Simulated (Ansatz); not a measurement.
# CH₅AlFNO: one species, many methods

How much do the methods differ for CH₅AlFNO? The plan is to run it at one geometry with functionals of several rungs and with coupled cluster, and see how far each lands from CCSD(T) at the basis-set limit for the atomisation energy.

Method: functionals in def2-TZVPP, the program's frozen cores in correlated methods; program: Ansatz 0.2.0, Gaussian basis.

Levels to be run: LDA (SPW92), PBE-D4, revPBE-D4, BLYP-D4, r2SCAN-D4, B97M-V, PBE0-D4, B3LYP-D4, r2SCANh-D4, r2SCAN0-D4, HSE06-D4, BHLYP-D4, CAM-B3LYP-D4, LC-ωPBE, ωB97X-V, ωB97M-V, B2PLYP, PBE-QIDH; CCSD(T)/def2-SVP; CCSD(T)/def2-TZVPP; MP2/def2-QZVPP; extrapolation to the limit; RPA on PBE.

### Step 1. Structure used throughout

All runs share one geometry, relaxed beforehand with PBE0-D4 in a triple-zeta def2 set.

10 atoms, charge 0, spin multiplicity 1.

Atoms are counted from 1 here; the program's logs count them from 0.

Bond lengths: O1–C2 1.456 Å, O1–Al5 2.015 Å, O1–H6 0.965 Å, C2–F3 1.399 Å, C2–N4 1.365 Å, C2–H7 1.094 Å, N4–Al5 1.853 Å, N4–H8 1.004 Å, Al5–H9 1.588 Å, Al5–H10 1.587 Å. Angles: C2–O1–Al5 89.2°, C2–O1–H6 109.4°, Al5–O1–H6 124.2°, O1–C2–F3 104.1°, O1–C2–N4 102.3°, O1–C2–H7 109.9°, F3–C2–N4 116.0°, F3–C2–H7 104.7°, N4–C2–H7 118.9°, C2–N4–Al5 99.1°, C2–N4–H8 116.7°, Al5–N4–H8 138.6°, O1–Al5–N4 69.1°, O1–Al5–H9 105.5°, O1–Al5–H10 111.3°, N4–Al5–H9 119.5°, N4–Al5–H10 117.4°, H9–Al5–H10 119.9°.

### Step 2. LDA

This LDA is Slater exchange with PW92 correlation.

File in.yaml:

```yaml
crystal:
  periodic: [false, false, false]
  atoms:
    - {symbol: O, position_ang: [-0.572562, 0.705315, -0.678861]}
    - {symbol: C, position_ang: [-0.391738, 0.591265, 0.760950]}
    - {symbol: F, position_ang: [-1.653679, 0.213126, 1.233278]}
    - {symbol: N, position_ang: [0.589853, -0.352065, 0.857008]}
    - {symbol: Al, position_ang: [0.741755, -0.799872, -0.934524]}
    - {symbol: H, position_ang: [-1.512226, 0.647117, -0.890253]}
    - {symbol: H, position_ang: [-0.219196, 1.581278, 1.194375]}
    - {symbol: H, position_ang: [1.168331, -0.319301, 1.676619]}
    - {symbol: H, position_ang: [-0.108244, -2.010129, -1.514234]}
    - {symbol: H, position_ang: [2.040907, -0.307837, -1.701557]}
basis:
  gaussian: {orbitals: def2-TZVPP}
hamiltonian: {xc: lda}
output: {orbitals: {seedname: orbitals}}
```

The runs that follow: PBE-D4 (GGA); revPBE-D4 (GGA); BLYP-D4 (GGA); r2SCAN-D4 (meta-GGA); B97M-V (meta-GGA); PBE0-D4 (hybrid); B3LYP-D4 (hybrid); r2SCANh-D4 (hybrid); r2SCAN0-D4 (hybrid); HSE06-D4 (hybrid); BHLYP-D4 (hybrid); CAM-B3LYP-D4 (range-separated); LC-ωPBE (range-separated); ωB97X-V (range-separated); ωB97M-V (range-separated); B2PLYP (double hybrid); PBE-QIDH (double hybrid); CCSD(T) in def2-SVP; CCSD(T) in def2-TZVPP; MP2 in def2-QZVPP; RPA on PBE orbitals.

Q: Predict the results of all the runs planned. Wanted: atomisation energy, CCSD(T)/CBS; farthest beyond LDA; mean size of error, GGA; mean size of error, meta-GGA; mean size of error, hybrid; mean size of error, range-separated; mean size of error, double hybrid; gap, smallest and largest; T1 diagnostic.

**Answer**, as computed:

| quantity | value |
| --- | --- |
| atomisation energy, CCSD(T)/CBS | 3505.3 kJ/mol |
| functionals within 17.5 kJ/mol (0.5 %) | BLYP-D4, r2SCAN-D4, B97M-V, B3LYP-D4, LC-ωPBE, ωB97X-V, ωB97M-V |
| farthest beyond LDA | BHLYP-D4 (-151.1 kJ/mol) |
| mean size of error, GGA | 35.8 kJ/mol |
| mean size of error, meta-GGA | 6.7 kJ/mol |
| mean size of error, hybrid | 53.8 kJ/mol |
| mean size of error, range-separated | 12.8 kJ/mol |
| mean size of error, double hybrid | 50.8 kJ/mol |
| gap, smallest and largest | 4.80 eV (LDA (SPW92)), 11.83 eV (LC-ωPBE) |
| T1 diagnostic | 0.0118 |
| triples share of the correlation energy | 3.5 % |

What this shows: LDA overbinds by 584.4 kJ/mol (17 %). PBE-D4 is off by +72.6 kJ/mol. Double hybrids carry the basis error of their MP2 part in triple zeta, and no dispersion term here, so their miss is partly the set-up's. The rungs meta-GGA, range-separated miss on average by less than the doubt on the reference (17.5 kJ/mol), so they tie. The reference freezes the cores and leaves out relativity and excitations past (T), so misses under about 17.5 kJ/mol can't be ranked. Hartree-Fock recovers 68 % of the binding; the rest is correlation. CCSD(T) in def2-SVP is off by -216.6 kJ/mol, worse than the median functional, from the basis alone. Orbital gaps span 4.8 to 11.8 eV; exact exchange widens them.
